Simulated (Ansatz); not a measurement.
# AlBSbNH₄: geometry optimisation

The task: find the minimum of AlBSbNH₄ nearest to the start.

Method: RKS B3LYP-D4/def2-SVP; program: Ansatz 0.2.0.

### 1 Starting geometry

SMILES `[BH]1[NH][SbH][AlH]1`, 8 atoms, charge 0, spin multiplicity 1.

Atoms are counted from 1 here; the program's logs count them from 0.

Bond lengths: B1–N2 1.405 Å, B1–Al4 2.136 Å, B1–H5 1.221 Å, N2–Sb3 2.166 Å, N2–H6 1.030 Å, Sb3–Al4 2.731 Å, Sb3–H7 1.749 Å, Al4–H8 1.610 Å. Angles: N2–B1–Al4 97.4°, N2–B1–H5 121.7°, Al4–B1–H5 140.9°, B1–N2–Sb3 118.7°, B1–N2–H6 122.1°, Sb3–N2–H6 119.1°, N2–Sb3–Al4 65.9°, N2–Sb3–H7 94.1°, Al4–Sb3–H7 89.9°, B1–Al4–Sb3 78.0°, B1–Al4–H8 150.0°, Sb3–Al4–H8 132.0°.

Coordinates:

```xyz
8
charge 0, multiplicity 1
B    -0.9232    0.7707   -0.2450
N     0.3931    1.0786    0.1384
Sb    1.9059   -0.4646   -0.0027
Al   -0.6035   -1.2942   -0.6895
H    -1.8121    1.6077   -0.2197
H     0.6655    2.0205    0.4550
H     1.6486   -1.0424    1.6275
H    -1.1819   -2.7335   -1.1197
```

### 2 Relaxation

The input, input.yaml:

```yaml
crystal:
  periodic: [false, false, false]
  atoms:
    - { symbol: B, position_ang: [-0.923203, 0.770728, -0.244996] }
    - { symbol: "N", position_ang: [0.393087, 1.07858, 0.138389] }
    - { symbol: Sb, position_ang: [1.905866, -0.46461, -0.002736] }
    - { symbol: Al, position_ang: [-0.603506, -1.29419, -0.689535] }
    - { symbol: H, position_ang: [-1.812142, 1.607728, -0.219726] }
    - { symbol: H, position_ang: [0.665504, 2.020534, 0.455007] }
    - { symbol: H, position_ang: [1.648602, -1.042439, 1.62745] }
    - { symbol: H, position_ang: [-1.181908, -2.73353, -1.119653] }
basis:
  gaussian: { orbitals: def2-SVP }
hamiltonian:
  xc: { name: B3LYP }
  dispersion: d4
output:
  forces: true
relax:
  f_tol: 0.003
  max_steps: 120
```

Command:

```console
ansatz run input.yaml --threads 1 --pin off --max-ram 2560MiB --backend cpu --events-out ev --progress --plain --runs-dir out
```

Q: Predict the outcome of this session. Wanted: energy gained; root mean square move; dipole moment.

As calculated:

```
             quantity      value
        energy gained  0.0080 eV
root mean square move    0.015 Å
        dipole moment     0.53 D
```

In words: Bond lengths: B1–N2 1.398 Å, B1–Al4 2.133 Å, B1–H5 1.211 Å, N2–Sb3 2.155 Å, N2–H6 1.022 Å, Sb3–Al4 2.729 Å, Sb3–H7 1.737 Å, Al4–H8 1.593 Å. Angles: N2–B1–Al4 97.7°, N2–B1–H5 122.1°, Al4–B1–H5 140.2°, B1–N2–Sb3 118.7°, B1–N2–H6 121.7°, Sb3–N2–H6 119.5°, N2–Sb3–Al4 66.0°, N2–Sb3–H7 94.3°, Al4–Sb3–H7 90.9°, B1–Al4–Sb3 77.6°, B1–Al4–H8 150.1°, Sb3–Al4–H8 132.4°. No frequencies were computed here.
